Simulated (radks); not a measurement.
**Ionisation of Ru³⁺: one atom, several choices of relativity**

The task here is to estimate one member of a computed series from the others.

Method: Kohn-Sham, PBE, spin-unpolarised, spherical densities. Code: radks (a radial shooting solver on a logarithmic mesh, Libxc functionals) version 1.

### Starting point

```
element       : ruthenium (Z = 44)
charge        : +3
electrons     : 41
configuration : [Kr] 4d5
ion           : Ru⁴⁺, [Kr] 4d4
choices       : non-relativistic; scalar-relativistic; Dirac, 2j+1 shares; Dirac, low j first; scalar-relativistic, finite nucleus; Dirac, 2j+1 shares, finite nucleus; Dirac, c × 1.5; Dirac, c × 3; Dirac, c × 2
```

Set-up of the first run:

Settings of this run:

```text
Z 44
configuration [Kr] 4d5
relativity non-relativistic
functional pbe,pbe
spin unpolarised
nucleus point
```

Among the steps run: non-relativistic: Ru³⁺.

One table of the session follows, with a row left open; its other results are not shown here.

From the orbitals of this run (lengths in bohr):

```
level     <r>  outermost maximum (interpolated)  90 % within  nodes
   2s  0.1509                             0.128        0.232      1
   2p  0.1291                             0.100        0.210      0
   3s  0.4148                             0.373        0.611      2
   3p  0.4082                             0.360        0.615      1
   3d  0.3835                             0.301        0.609      0
   4s       ?                                 ?            ?      ?
   4p   1.119                             0.988         1.65      2
   4d   1.426                              1.16         2.21      1
```

Q: Estimate the row for 4s from the others.

As computed: <r>: 1.038; outermost maximum (interpolated): 0.937; 90 % within: 1.50; nodes: 3. In the column «<r>» it lies between 3s (0.4148) and 4p (1.119).

To keep in mind: Runs with a scaled speed of light are not ranked. Spin polarisation and multiplet splitting of open shells are left out at every level.
